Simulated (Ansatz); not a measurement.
# SiHCl3: search for a transition state, part 1 of 2

Wanted: the transition state of a insertion of a carbenoid (form Si1–H4, Si1–Cl5 and break H4–Cl5). The guess is relaxed with those distances held, a saddle search follows, and vibrations and two downhill relaxations check it.

Program: Ansatz 0.2.0, Gaussian basis. Level of theory: PBE0-D4, def2-SVP first, then def2-TZVP. These are calculated values, not measurements.

90 further runs of the same task are left out: 90 set aside as unsound or not needed.

### Step 1. Starting geometry

The guess: 5 atoms, charge 0, spin multiplicity 1.

Atoms are counted from 1 here; the program's logs count them from 0.

Bond lengths: Si1–Cl2 1.992 Å, Si1–Cl3 1.992 Å, Si1–H4 1.557 Å. Angles: Cl2–Si1–Cl3 108.1°, Cl2–Si1–H4 122.7°, Cl3–Si1–H4 122.5°.

Geometry (Å):

```mol
Cl3HSi
  3D, bonds by distance, orders not assigned

  5  3  0  0  0  0  0  0  0  0999 V2000
   -0.1892   -0.2294   -0.5212 Si  0  0
    1.6310   -0.8197   -1.0737 Cl  0  0
   -1.0979   -1.7661    0.3621 Cl  0  0
   -0.5242    1.2516   -0.1767 H   0  0
    0.1803    1.5636    1.4094 Cl  0  0
  1  2  8  0
  1  3  8  0
  1  4  8  0
M  END
```

Distances that are to change: Si1–H4 1.56 Å, Si1–Cl5 2.66 Å, H4–Cl5 1.76 Å.

### Step 2. Relaxing the guess with the reacting distances held

hold/in.yaml

```yaml
crystal:
  periodic: [false, false, false]
  atoms:
    - {symbol: Si, position_ang: [-0.189200, -0.229400, -0.521200]}
    - {symbol: Cl, position_ang: [1.631000, -0.819700, -1.073700]}
    - {symbol: Cl, position_ang: [-1.097900, -1.766100, 0.362100]}
    - {symbol: H, position_ang: [-0.524200, 1.251600, -0.176700]}
    - {symbol: Cl, position_ang: [0.180300, 1.563600, 1.409400]}
basis:
  gaussian: {orbitals: def2-SVP}
hamiltonian: {xc: pbe0, dispersion: d4}
relax: {f_tol: 0.08, max_steps: 120, escape_saddle: false, constraints: [{distance: [0, 3]}, {distance: [0, 4]}, {distance: [3, 4]}]}
```

Started as:

```
$ ansatz run in.yaml --threads 2 --pin off --events-out ev --progress --plain --max-ram 4352MiB
```

The program printed:

```text
Functional definition: PBE0
  name "PBE0"
  cite "Adamo & Barone, J. Chem. Phys. 110, 6158 (1999) doi:10.1063/1.478522"
  cite "Perdew, Burke & Ernzerhof, Phys. Rev. Lett. 77, 3865 (1996) doi:10.1103/PhysRevLett.77.3865"
  parent pbe
  parameter a = 0.25
  parameter kappa = 0.804
  parameter beta = 0.06672455060314922
  exchange = (1 - a)*pbe_x(kappa = kappa, mu = beta*pi^2/3) + a*exact_x
  correlation = pbe_c(beta = beta)
744 factors; integrals over basis functions are off by at most 2.5e-4 eV
mean field evaluation 1: about -45431.6132 eV, gradient 1.9e1 eV
mean field evaluation 2: about -45425.6424 eV, gradient 4.7e1 eV
mean field evaluation 4: about -45432.9840 eV, gradient 1.9e0 eV
mean field evaluation 8: about -45432.9940 eV, gradient 1.1e-1 eV
mean field evaluation 16: about -45432.9941 eV, gradient 8.3e-6 eV
mean field -45432.99406217 eV, -1669.6317361952 hartree, gradient 8.3e-6 eV, S^2 0.000000; 0 other end points of the search recorded, 0 dependent functions left out
the calculation of the forces begins
reference -45432.99408207 eV, -1669.6317369268 hartree; 33, 33 occupied and 44, 44 virtual orbitals, 744 factors
relax step   1: F+E_penalty+E_count = -45433.15350039 eV  Δ(F+E_penalty+E_count) = +0.000e0 eV  max|allowed force component| = 1.035e0 eV/Å  Δτ_max = 0.0000 Å  (25 SCF iters, accepted)
  distance Si 0 - H 3 held at 1.557006 Å   reaction = +4.0679e-1 eV/Å
  distance Si 0 - Cl 4 held at 2.660563 Å   reaction = +9.4968e-1 eV/Å
  distance H 3 - Cl 4 held at 1.763343 Å   reaction = -1.7116e-1 eV/Å
these checks for a lower state are left out or cut short: starts, cluster_reference, orbital_swaps, neighbouring_geometries, increment
744 factors; integrals over basis functions are off by at most 2.8e-4 eV
mean field -45433.04652609 eV, -1669.6336642086 hartree, gradient 8.3e-5 eV, S^2 0.000000; 0 other end points of the search recorded, 0 dependent functions left out
the calculation of the forces begins
reference -45433.04654620 eV, -1669.6336649479 hartree; 33, 33 occupied and 44, 44 virtual orbitals, 744 factors
relax step   2: F+E_penalty+E_count = -45433.20383666 eV  Δ(F+E_penalty+E_count) = -5.034e-2 eV  max|allowed force component| = 1.123e-1 eV/Å  Δτ_max = 0.0691 Å  (26 SCF iters, accepted)
  distance Si 0 - H 3 held at 1.557006 Å   reaction = -1.5962e-1 eV/Å
  distance Si 0 - Cl 4 held at 2.660563 Å   reaction = +9.1487e-1 eV/Å
  distance H 3 - Cl 4 held at 1.763343 Å   reaction = -1.6110e-1 eV/Å
these checks for a lower state are left out or cut short: starts, cluster_reference, orbital_swaps, neighbouring_geometries, increment
744 factors; integrals over basis functions are off by at most 2.8e-4 eV
mean field -45433.04888045 eV, -1669.6337507301 hartree, gradient 7.4e-5 eV, S^2 0.000000; 0 other end points of the search recorded, 0 dependent functions left out
the calculation of the forces begins
reference -45433.04890050 eV, -1669.6337514669 hartree; 33, 33 occupied and 44, 44 virtual orbitals, 744 factors
relax step   3: F+E_penalty+E_count = -45433.20660703 eV  Δ(F+E_penalty+E_count) = -2.770e-3 eV  max|allowed force component| = 8.768e-3 eV/Å  Δτ_max = 0.0222 Å  (25 SCF iters, accepted)
  distance Si 0 - H 3 held at 1.557006 Å   reaction = -1.8733e-1 eV/Å
  distance Si 0 - Cl 4 held at 2.660563 Å   reaction = +9.1240e-1 eV/Å
  distance H 3 - Cl 4 held at 1.763343 Å   reaction = -1.3164e-1 eV/Å
744 factors; integrals over basis functions are off by at most 2.8e-4 eV
mean field evaluation 32: about -45433.0332 eV, gradient 2.2e0 eV
mean field -45433.04888045 eV, -1669.6337507301 hartree, gradient 7.4e-5 eV, S^2 0.000000; 1 other end points of the search recorded, 0 dependent functions left out
the calculation of the forces begins
reference -45433.04890050 eV, -1669.6337514669 hartree; 33, 33 occupied and 44, 44 virtual orbitals, 744 factors
Total energy: -45433.20662708 eV, -1669.6395478117 hartree
Atom 0 at    -0.194240    -0.222960    -0.522042 Å, force     0.171584     0.430778     0.619540 eV/Å
Atom 1 at     1.674962    -0.811391    -1.091560 Å, force    -0.007617     0.006252     0.005534 eV/Å
Atom 2 at    -1.137781    -1.791667     0.379715 Å, force     0.003750     0.008768    -0.002045 eV/Å
Atom 3 at    -0.529039     1.257213    -0.173813 Å, force    -0.092684     0.149468    -0.077392 eV/Å
Atom 4 at     0.186097     1.568804     1.407601 Å, force    -0.075032    -0.595266    -0.545638 eV/Å
Dipole moment:    -0.158383    -0.289435    -0.497976 e Å
```

Run time: 4.3 s. Hardware: 2 threads of Arm Neoverse V2, shared host.

The steps of the relaxation:

```
step  energy from step 1 (eV)  largest force component (eV/Å)
   1                   0.0000                          1.0346
   2                  -0.0503                          0.1123
   3                  -0.0531                          0.0088
```

Distances of close pairs at the start and the end, largest changes first:

```
   bond  before (Å)  after (Å)  change (Å)
Si1–Cl2       1.992      2.041      +0.049
Si1–Cl3       1.992      2.041      +0.049
 Si1–H4       1.557      1.557      +0.000
```

### Step 3. A starting Hessian

hessian/in.yaml

```yaml
crystal:
  periodic: [false, false, false]
  atoms:
    - {symbol: Si, position_ang: [-0.194240, -0.222960, -0.522042]}
    - {symbol: Cl, position_ang: [1.674962, -0.811391, -1.091560]}
    - {symbol: Cl, position_ang: [-1.137781, -1.791667, 0.379715]}
    - {symbol: H, position_ang: [-0.529039, 1.257213, -0.173813]}
    - {symbol: Cl, position_ang: [0.186097, 1.568804, 1.407601]}
basis:
  gaussian: {orbitals: def2-SVP}
hamiltonian: {xc: pbe0, dispersion: d4}
phonons: {}
scf: {lower_state_search: off}
```

Started as:

```
$ ansatz run in.yaml --threads 2 --pin off --events-out ev --progress --plain --max-ram 4352MiB
```

The program printed:

```text
[... 10 set-up lines as earlier in the session ...]
these checks for a lower state are left out or cut short: stability, starts, cluster_reference, orbital_swaps, neighbouring_geometries, increment
745 factors; integrals over basis functions are off by at most 1.7e-4 eV
mean field evaluation 1: about -45431.6179 eV, gradient 2.0e1 eV
mean field evaluation 2: about -45425.2917 eV, gradient 4.8e1 eV
mean field evaluation 4: about -45433.0331 eV, gradient 2.2e0 eV
mean field evaluation 8: about -45433.0488 eV, gradient 1.1e-1 eV
mean field evaluation 16: about -45433.0489 eV, gradient 8.5e-6 eV
mean field -45433.04888029 eV, -1669.6337507239 hartree, gradient 3.7e-6 eV, S^2 0.000000; 0 other end points of the search recorded, 0 dependent functions left out
the calculation of the forces begins
reference -45433.04890034 eV, -1669.6337514610 hartree; 33, 33 occupied and 44, 44 virtual orbitals, 745 factors
[... from here to the last solve, the lines of the solves are left out (29 solves) ...]
745 factors; integrals over basis functions are off by at most 1.7e-4 eV
mean field -45433.05021153 eV, -1669.6337996462 hartree, gradient 2.9e-6 eV, S^2 0.000000; 0 other end points of the search recorded, 0 dependent functions left out
the calculation of the forces begins
reference -45433.05023158 eV, -1669.6338003832 hartree; 33, 33 occupied and 44, 44 virtual orbitals, 745 factors
WARN: phonons: modes at or below zero, which the zero-point energy, F, S and C_V leave out: 1, the lowest at -965.24 cm⁻¹. A minimum has none, and a first-order saddle one
Total energy: -45433.20662692 eV, -1669.6395478057 hartree
Atom 0 at    -0.194240    -0.222960    -0.522042 Å, force     0.171567     0.430777     0.619558 eV/Å
Atom 1 at     1.674962    -0.811391    -1.091560 Å, force    -0.007609     0.006265     0.005543 eV/Å
Atom 2 at    -1.137781    -1.791667     0.379715 Å, force     0.003741     0.008751    -0.002056 eV/Å
Atom 3 at    -0.529039     1.257213    -0.173813 Å, force    -0.092685     0.149469    -0.077394 eV/Å
Atom 4 at     0.186097     1.568804     1.407601 Å, force    -0.075014    -0.595262    -0.545650 eV/Å
Dipole moment:    -0.158384    -0.289436    -0.497976 e Å
Vibrations: -965.24 100.44 117.93 197.92 362.93 548.30 607.27 672.42 1832.90 cm⁻¹, zero-point energy 0.275251 eV
Checks for a lower state left out: stability, starts, cluster_reference, orbital_swaps, neighbouring_geometries, increment
```

Run time: 23 s. Hardware: 2 threads of Arm Neoverse V2, shared host.

The structure is not stationary yet, so these wavenumbers are no spectrum; the search needs only the force constants.

### Step 4. Saddle search in the small basis

A small driver takes partitioned rational-function steps: uphill along one mode, downhill along the rest. It calls the program once a step for energy and forces and updates the Hessian by Bofill's formula. It stops when the largest force is under 0.03 eV/Å and the followed curvature is negative. The first step's input:

presaddle/in.yaml

```yaml
crystal:
  periodic: [false, false, false]
  atoms:
    - {symbol: Si, position_ang: [-0.194240, -0.222960, -0.522042]}
    - {symbol: Cl, position_ang: [1.674962, -0.811391, -1.091560]}
    - {symbol: Cl, position_ang: [-1.137781, -1.791667, 0.379715]}
    - {symbol: H, position_ang: [-0.529039, 1.257213, -0.173813]}
    - {symbol: Cl, position_ang: [0.186097, 1.568804, 1.407601]}
basis:
  gaussian: {orbitals: def2-SVP}
hamiltonian: {xc: pbe0, dispersion: d4}
output: {forces: true}
scf: {lower_state_search: off}
```

Started as:

```
$ ansatz run in.yaml --threads 2 --pin off --events-out ev --progress --plain --max-ram 4352MiB
```

The driver's record:

```
step   energy (eV)  largest force (eV/Å)  followed curvature (eV/Å²)
   1  -45433.20660                0.6196                       -9.22
   2  -45433.26932                0.1506                       -9.35
   3  -45433.27152                0.0637                       -9.45
   4  -45433.27189                0.0202                       -9.28
```

The 4 steps took 3.4 s in all (2 threads of Arm Neoverse V2, shared host).

### Step 5. Saddle search in triple zeta

A small driver takes partitioned rational-function steps: uphill along one mode, downhill along the rest. It calls the program once a step for energy and forces and updates the Hessian by Bofill's formula. It stops when the largest force is under 0.008 eV/Å and the followed curvature is negative. The first step's input:

saddle/in.yaml

```yaml
crystal:
  periodic: [false, false, false]
  atoms:
    - {symbol: Si, position_ang: [-0.225820, -0.203970, -0.568445]}
    - {symbol: Cl, position_ang: [1.688913, -0.794527, -1.035526]}
    - {symbol: Cl, position_ang: [-1.111068, -1.771759, 0.427313]}
    - {symbol: H, position_ang: [-0.530271, 1.339519, -0.120108]}
    - {symbol: Cl, position_ang: [0.178247, 1.430737, 1.296666]}
basis:
  gaussian: {orbitals: def2-TZVP}
hamiltonian: {xc: pbe0, dispersion: d4}
output: {forces: true}
scf: {lower_state_search: off}
```

Started as:

```
$ ansatz run in.yaml --threads 2 --pin off --events-out ev --progress --plain --max-ram 4352MiB
```

The driver's record:

```
step   energy (eV)  largest force (eV/Å)  followed curvature (eV/Å²)
   1  -45449.13037                0.2905                       -9.28
   2  -45449.13366                0.0863                       -9.40
   3  -45449.13455                0.0260                       -9.43
   4  -45449.13461                0.0019                       -9.42
```

The 4 steps took 8.7 s in all (2 threads of Arm Neoverse V2, shared host).

The point found:

```xyz
5
Cl3HSi
Si   -0.22736   -0.21242   -0.57708
Cl    1.67710   -0.79320   -1.02841
Cl   -1.10123   -1.76283    0.42322
H    -0.52405    1.33553   -0.11099
Cl    0.17554    1.43292    1.29316
```

Followed mode, largest move set to 1: H4 (-0.41, -0.16, -0.90); Si1 (0.29, 0.35, 0.80); Cl5 (0.28, -0.40, 0.27); Cl3 (-0.07, 0.11, -0.09).

### Step 6. Checking the order of the point

vib/in.yaml

```yaml
crystal:
  periodic: [false, false, false]
  atoms:
    - {symbol: Si, position_ang: [-0.227364, -0.212416, -0.577083]}
    - {symbol: Cl, position_ang: [1.677102, -0.793204, -1.028414]}
    - {symbol: Cl, position_ang: [-1.101233, -1.762826, 0.423219]}
    - {symbol: H, position_ang: [-0.524050, 1.335528, -0.110986]}
    - {symbol: Cl, position_ang: [0.175544, 1.432918, 1.293164]}
basis:
  gaussian: {orbitals: def2-TZVP}
hamiltonian: {xc: pbe0, dispersion: d4}
phonons: {temperatures: {t_min: 298.15, t_max: 900, t_step: 200}}
```

Started as:

```
$ ansatz run in.yaml --threads 2 --pin off --events-out ev --progress --plain --max-ram 4352MiB
```

The program printed:

```text
[... 10 set-up lines as earlier in the session ...]
1116 factors; their error is unknown
mean field evaluation 1: about -45448.1069 eV, gradient 1.7e1 eV
mean field evaluation 2: about -45447.5323 eV, gradient 2.2e1 eV
mean field evaluation 4: about -45448.8243 eV, gradient 9.2e-1 eV
mean field evaluation 8: about -45448.9723 eV, gradient 1.6e-1 eV
mean field evaluation 16: about -45448.9723 eV, gradient 7.5e-5 eV
mean field -45448.97229976 eV, -1670.2189255962 hartree, gradient 7.5e-5 eV, S^2 0.000000; 0 other end points of the search recorded, 0 dependent functions left out
the calculation of the forces begins
reference -45448.97232736 eV, -1670.2189266107 hartree; 33, 33 occupied and 121, 121 virtual orbitals, 1116 factors
[... from here to the last solve, the lines of the solves are left out (29 solves) ...]
1116 factors; their error is unknown
mean field evaluation 192: about -45448.9722 eV, gradient 8.2e-2 eV
mean field -45448.97226818 eV, -1670.2189244358 hartree, gradient 1.7e-6 eV, S^2 0.000000; 0 other end points of the search recorded, 0 dependent functions left out
the calculation of the forces begins
reference -45448.97229578 eV, -1670.2189254502 hartree; 33, 33 occupied and 121, 121 virtual orbitals, 1116 factors
WARN: phonons: modes at or below zero, which the zero-point energy, F, S and C_V leave out: 1, the lowest at -916.44 cm⁻¹. A minimum has none, and a first-order saddle one
Total energy: -45449.13460722 eV, -1670.2248902855 hartree
Atom 0 at    -0.227364    -0.212416    -0.577083 Å, force    -0.000287    -0.001704    -0.001560 eV/Å
Atom 1 at     1.677102    -0.793204    -1.028414 Å, force     0.000128     0.000186     0.000446 eV/Å
Atom 2 at    -1.101233    -1.762826     0.423219 Å, force     0.000201     0.000257     0.000351 eV/Å
Atom 3 at    -0.524050     1.335528    -0.110986 Å, force    -0.001137     0.001402    -0.001161 eV/Å
Atom 4 at     0.175544     1.432918     1.293164 Å, force     0.001095    -0.000140     0.001924 eV/Å
Dipole moment:    -0.118880    -0.046817    -0.258822 e Å
Vibrations: -916.44 102.93 124.95 199.27 397.04 574.71 577.66 626.59 1564.75 cm⁻¹, zero-point energy 0.258378 eV
```

Run time: 59 s. Hardware: 2 threads of Arm Neoverse V2, shared host.

The modes, with what each moves most:

```
mode  wavenumber (cm⁻¹)               character
   1               916i  changes Si1–H4, H4–Cl5
   2                103       bend with torsion
   3                125                    bend
   4                199                    bend
   5                397  Cl–H stretch with bend
   6                575           Si–Cl stretch
   7                578           Si–Cl stretch
   8                627       torsion with bend
   9               1565            Si–H stretch
```

Vibrational sums (real modes only):

```
T (K)  entropy (J/mol/K)  heat capacity (J/mol/K)
  298               45.7                     43.5
  498               70.8                     53.6
  698               89.7                     58.4
  898              104.8                     61.1
```

(Continued in part 2 of 2.)
